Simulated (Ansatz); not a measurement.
**FH₂ISSi: one species, many methods**

An exercise on one series of results from a longer session: the logs are not shown, and one member is left open.

Program: Ansatz 0.2.0, Gaussian basis. Level of theory: functionals in def2-TZVPP, the program's frozen cores in correlated methods. These are calculated values, not measurements.

The runs, in order: LDA (SPW92), PBE-D4, revPBE-D4, BLYP-D4, r2SCAN-D4, B97M-V, PBE0-D4, B3LYP-D4, r2SCANh-D4, r2SCAN0-D4, HSE06-D4, BHLYP-D4, CAM-B3LYP-D4, LC-ωPBE, ωB97X-V, ωB97M-V, B2PLYP, PBE-QIDH; CCSD(T)/def2-SVP; CCSD(T)/def2-TZVPP; MP2/def2-QZVPP; extrapolation to the limit; RPA on PBE.

## The relaxed structure

The geometry comes from an earlier relaxation with PBE0-D4 in a triple-zeta def2 set; it is a stationary point. I takes the def2 core potential; no spin-orbit term is included.

SMILES `F[SiH](S)I`, 6 atoms, charge 0, spin multiplicity 1.

Atoms are counted from 1 here; the program's logs count them from 0.

Bond lengths: F1–Si2 1.591 Å, Si2–S3 2.109 Å, Si2–I4 2.425 Å, Si2–H5 1.474 Å, S3–H6 1.345 Å. Angles: F1–Si2–S3 111.7°, F1–Si2–I4 106.3°, F1–Si2–H5 108.4°, S3–Si2–I4 112.4°, S3–Si2–H5 107.4°, I4–Si2–H5 110.6°, Si2–S3–H6 94.1°.

Set-up of the first run:

in.yaml

```yaml
crystal:
  periodic: [false, false, false]
  atoms:
    - {symbol: F, position_ang: [-0.102952, -1.620806, 0.774884]}
    - {symbol: Si, position_ang: [0.336611, -0.388646, -0.131160]}
    - {symbol: S, position_ang: [-1.331648, 0.618550, -0.938795]}
    - {symbol: I, position_ang: [1.688770, 1.046205, 1.279985]}
    - {symbol: H, position_ang: [1.130447, -0.901662, -1.262426]}
    - {symbol: H, position_ang: [-1.679128, 1.182359, 0.231311]}
basis:
  gaussian: {orbitals: def2-TZVPP}
hamiltonian: {xc: lda}
output: {orbitals: {seedname: orbitals}}
```

Started as:

```console
ansatz run in.yaml --threads 2 --pin off --events-out ev --progress --plain --max-ram 4352MiB
```

Among the steps run: LDA; PBE-D4 (GGA); revPBE-D4 (GGA); BLYP-D4 (GGA); r2SCAN-D4 (meta-GGA); B97M-V (meta-GGA); PBE0-D4 (hybrid); B3LYP-D4 (hybrid); r2SCANh-D4 (hybrid); r2SCAN0-D4 (hybrid); HSE06-D4 (hybrid); BHLYP-D4 (hybrid); CAM-B3LYP-D4 (range-separated); LC-ωPBE (range-separated); ωB97X-V (range-separated); ωB97M-V (range-separated); B2PLYP (double hybrid); PBE-QIDH (double hybrid).

One of the session's tables, all rows but one given; the rest of the session is left out.

It belongs to the step «Frontier levels by functional». 

```
  functional  HOMO (eV)  gap (eV)
 LDA (SPW92)      -6.79      4.73
      PBE-D4      -6.64      4.80
   revPBE-D4      -6.59      4.84
     BLYP-D4      -6.45      4.73
   r2SCAN-D4      -6.95      5.37
      B97M-V      -6.98      5.41
     PBE0-D4      -7.82      6.84
    B3LYP-D4      -7.56      6.35
  r2SCANh-D4      -7.38      6.10
  r2SCAN0-D4      -8.02      7.19
    HSE06-D4          ?         ?
    BHLYP-D4      -8.81      8.78
CAM-B3LYP-D4      -9.07      9.14
     LC-ωPBE     -10.44     11.66
     ωB97X-V     -10.08     11.21
     ωB97M-V      -9.93     10.86
```

Q: Estimate the row for HSE06-D4 from the others.

**Answer.** HOMO (eV): -7.43; gap (eV): 6.07. In the column «HOMO (eV)» it lies between B3LYP-D4 (-7.56) and r2SCANh-D4 (-7.38).
